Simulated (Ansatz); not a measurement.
**CH₅F₂NOSi: up Jacob's ladder to CCSD(T)**

The task here is to estimate one member of a computed series from the others.

Method: functionals in def2-TZVPP, the program's frozen cores in correlated methods; program: Ansatz 0.2.0, Gaussian basis.

The runs, in order: PBE-D4, r2SCAN-D4, PBE0-D4, B3LYP-D4, ωB97X-V, ωB97M-V, B2PLYP; CCSD(T)/def2-TZVPP; MP2/def2-QZVPP; extrapolation to the limit.

## The geometry

An earlier PBE0-D4 in a triple-zeta def2 set relaxation fixed the geometry.

11 atoms, charge 0, spin multiplicity 1.

Atoms are counted from 1 here; the program's logs count them from 0.

Bond lengths: N1–C2 1.397 Å, N1–H7 1.010 Å, N1–H8 1.010 Å, C2–F3 1.431 Å, C2–Si4 1.887 Å, C2–H9 1.094 Å, Si4–O5 1.632 Å, Si4–F6 1.595 Å, Si4–H10 1.479 Å, O5–H11 0.957 Å. Angles: C2–N1–H7 114.0°, C2–N1–H8 114.5°, H7–N1–H8 111.4°, N1–C2–F3 113.5°, N1–C2–Si4 111.5°, N1–C2–H9 109.6°, F3–C2–Si4 105.8°, F3–C2–H9 104.6°, Si4–C2–H9 111.6°, C2–Si4–O5 105.1°, C2–Si4–F6 109.0°, C2–Si4–H10 113.4°, O5–Si4–F6 110.8°, O5–Si4–H10 112.1°, F6–Si4–H10 106.5°, Si4–O5–H11 119.9°.

Set-up of the first run:

File in.yaml:

```yaml
crystal:
  periodic: [false, false, false]
  atoms:
    - {symbol: N, position_ang: [-0.212086, -1.613325, 0.118941]}
    - {symbol: C, position_ang: [0.600067, -0.556392, 0.538426]}
    - {symbol: F, position_ang: [1.889740, -0.546673, -0.082113]}
    - {symbol: Si, position_ang: [-0.176558, 1.114895, 0.132452]}
    - {symbol: O, position_ang: [-0.882849, 0.912729, -1.324554]}
    - {symbol: F, position_ang: [-1.263933, 1.465123, 1.245521]}
    - {symbol: H, position_ang: [-0.496677, -1.553640, -0.848011]}
    - {symbol: H, position_ang: [0.146721, -2.530687, 0.341691]}
    - {symbol: H, position_ang: [0.808430, -0.655389, 1.608099]}
    - {symbol: H, position_ang: [0.795157, 2.229311, 0.129245]}
    - {symbol: H, position_ang: [-1.142611, 1.677049, -1.838999]}
basis:
  gaussian: {orbitals: def2-TZVPP}
hamiltonian: {xc: pbe, dispersion: d4}
output: {forces: true, orbitals: {seedname: orbitals}}
```

Started as:

```sh
$ ansatz run in.yaml --threads 4 --pin off --events-out ev --progress --plain --max-ram 10444MiB
```

Steps of the session up to this table: PBE-D4 (GGA); r2SCAN-D4 (meta-GGA); PBE0-D4 (hybrid); B3LYP-D4 (hybrid); ωB97X-V (range-separated); ωB97M-V (range-separated); B2PLYP (double hybrid); CCSD(T) in def2-TZVPP; MP2 in def2-QZVPP.

One table of the session follows, with a row left open; its other results are not shown here.

It belongs to the step «Atomisation energies». 

```
            method  atomisation energy (kcal/mol)
            PBE-D4                         1028.7
         r2SCAN-D4                         1006.1
           PBE0-D4                         1000.8
          B3LYP-D4                         1004.5
           ωB97X-V                         1010.7
           ωB97M-V                         1010.8
            B2PLYP                              ?
     HF/def2-TZVPP                          701.2
    MP2/def2-TZVPP                         1004.2
   CCSD/def2-TZVPP                          960.3
CCSD(T)/def2-TZVPP                          976.9
           MP2/CBS                         1036.8
       CCSD(T)/CBS                         1009.5
```

**Question.** Estimate the row for B2PLYP.

The run gave: atomisation energy (kcal/mol): 995.6. In the column «atomisation energy (kcal/mol)» it lies between CCSD(T)/def2-TZVPP (976.9) and PBE0-D4 (1000.8).

To keep in mind: Free atoms (1 N, 1 C, 2 F, 1 Si, 1 O, 5 H) were run apart at each level; the atomisation energy is their sum less the molecule, without zero-point or spin-orbit terms.
